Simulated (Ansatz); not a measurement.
# ClGeH₂N: a ladder of functionals and wavefunction methods

How much do the methods differ for ClGeH₂N? The plan is to run it at one geometry with functionals of several rungs and with coupled cluster, and see how far each lands from CCSD(T) at the basis-set limit for the atomisation energy.

The runs use Ansatz 0.2.0, Gaussian basis; functionals in def2-TZVPP, the program's frozen cores in correlated methods.

The runs, in order: LDA (SPW92), PBE-D4, revPBE-D4, BLYP-D4, r2SCAN-D4, B97M-V, PBE0-D4, B3LYP-D4, r2SCANh-D4, r2SCAN0-D4, HSE06-D4, BHLYP-D4, CAM-B3LYP-D4, LC-ωPBE, ωB97X-V, ωB97M-V, B2PLYP, PBE-QIDH; CCSD(T)/def2-SVP; CCSD(T)/def2-TZVPP; MP2/def2-QZVPP; extrapolation to the limit; RPA on PBE.

### 1 Structure used throughout

An earlier PBE0-D4 in a triple-zeta def2 set relaxation fixed the geometry.

SMILES `[NH2][Ge][Cl]`, 5 atoms, charge 0, spin multiplicity 1.

Atoms are counted from 1 here; the program's logs count them from 0.

Bond lengths: N1–Ge2 1.811 Å, N1–H4 1.009 Å, N1–H5 1.008 Å, Ge2–Cl3 2.209 Å. Angles: Ge2–N1–H4 124.3°, Ge2–N1–H5 122.4°, H4–N1–H5 113.4°, N1–Ge2–Cl3 95.7°.

### 2 LDA

This LDA is Slater exchange with PW92 correlation.

File in.yaml:

```yaml
crystal:
  periodic: [false, false, false]
  atoms:
    - {symbol: N, position_ang: [-0.493534, 0.232029, -0.426306]}
    - {symbol: Ge, position_ang: [-0.110574, -1.170914, 0.652377]}
    - {symbol: Cl, position_ang: [1.890921, -0.449756, 1.248701]}
    - {symbol: H, position_ang: [0.128420, 1.009775, -0.588818]}
    - {symbol: H, position_ang: [-1.365334, 0.305266, -0.927454]}
basis:
  gaussian: {orbitals: def2-TZVPP}
hamiltonian: {xc: lda}
output: {orbitals: {seedname: orbitals}}
```

Command:

```bash
$ ansatz run in.yaml --threads 4 --pin off --events-out ev --progress --plain --max-ram 10444MiB
```

After this run come: PBE-D4 (GGA); revPBE-D4 (GGA); BLYP-D4 (GGA); r2SCAN-D4 (meta-GGA); B97M-V (meta-GGA); B3LYP-D4 (hybrid); r2SCANh-D4 (hybrid); r2SCAN0-D4 (hybrid); HSE06-D4 (hybrid); BHLYP-D4 (hybrid); CAM-B3LYP-D4 (range-separated); LC-ωPBE (range-separated); ωB97X-V (range-separated); ωB97M-V (range-separated); B2PLYP (double hybrid); PBE-QIDH (double hybrid); CCSD(T) in def2-SVP; CCSD(T) in def2-TZVPP; MP2 in def2-QZVPP; RPA on PBE orbitals.

Q: Predict the results of all the runs planned. Wanted: atomisation energy, CCSD(T)/CBS; farthest beyond LDA; mean size of error, GGA; mean size of error, meta-GGA; mean size of error, hybrid; mean size of error, range-separated; mean size of error, double hybrid; gap, smallest and largest; T1 diagnostic.

**Answer**, as computed:

| quantity | value |
| --- | --- |
| atomisation energy, CCSD(T)/CBS | 374.1 kcal/mol |
| functionals within 3.7 kcal/mol (1.0 %) | revPBE-D4, BLYP-D4, r2SCAN-D4, B97M-V, PBE0-D4, B3LYP-D4, HSE06-D4, CAM-B3LYP-D4, ωB97X-V, ωB97M-V |
| farthest beyond LDA | BHLYP-D4 (-17.0 kcal/mol) |
| mean size of error, GGA | 5.0 kcal/mol |
| mean size of error, meta-GGA | 1.8 kcal/mol |
| mean size of error, hybrid | 6.9 kcal/mol |
| mean size of error, range-separated | 2.9 kcal/mol |
| mean size of error, double hybrid | 7.3 kcal/mol |
| gap, smallest and largest | 3.79 eV (LDA (SPW92)), 10.39 eV (LC-ωPBE) |
| T1 diagnostic | 0.0134 |
| triples share of the correlation energy | 4.1 % |

What this shows: The LDA atomisation energy is off by 60.9 kcal/mol (16 %): it overbinds. PBE-D4 is off by +9.6 kcal/mol. Double hybrids carry the basis error of their MP2 part in triple zeta, and no dispersion term here, so their miss is partly the set-up's. The rungs meta-GGA, range-separated miss on average by less than the doubt on the reference (3.7 kcal/mol), so they tie. The reference freezes the cores and leaves out relativity and excitations past (T), and its outer-core shells are covered unevenly, so misses under about 3.7 kcal/mol can't be ranked. Hartree-Fock recovers 65 % of the binding; the rest is correlation. CCSD(T) in def2-SVP is off by -39.3 kcal/mol, so the small basis spoils what the method gains. Orbital gaps span 3.8 to 10.4 eV; exact exchange widens them. Correlated methods include outer-core shells of Ge, which these sets cover unevenly.
